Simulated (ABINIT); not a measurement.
Crystal: ScTaN.

```xyz
6
Lattice="3.0851 0.0000 0.0000 -1.5425 2.6717 0.0000 0.0000 0.0000 10.3401" Properties=species:S:1:pos:R:3 pbc="T T T"
Ta    0.0000    1.7812    2.5399
Ta    1.5425    0.8906    7.8003
Sc    0.0000    0.0000    0.0000
Sc    0.0000    0.0000    5.1701
N     0.0000    1.7812    6.5126
N     1.5425    0.8906    3.8275
```

The cell comes from a database or a generator and needn't be the stable form of this composition.

Base run:

* Program: ABINIT 10.8.3 (patched build)
* Functional: LDA
* Potentials or basis: JTH PAW LDA v2.0
* Cutoff: 707 eV
* k mesh: 10 × 10 × 3
* Occupations: fermi-dirac, width 0.05 eV
* Spin: no spin polarisation

Its results: band gap on the k mesh none (metal or under the smearing width); pressure -11.6 GPa; largest force 0.545 eV/Å.

The run is repeated on the same cell with these changes: functional from LDA to PBEsol; potentials or basis from JTH PAW LDA v2.0 to PseudoDojo NC SR PBEsol v0.4.1 standard; cutoff from 707 eV to 1143 eV. What comes out?

Band gap on the k mesh none (metal or under the smearing width); pressure -6.7 GPa; largest force 0.341 eV/Å.

Caveats: spin-orbit coupling is left out, which moves the levels of the heavy elements.
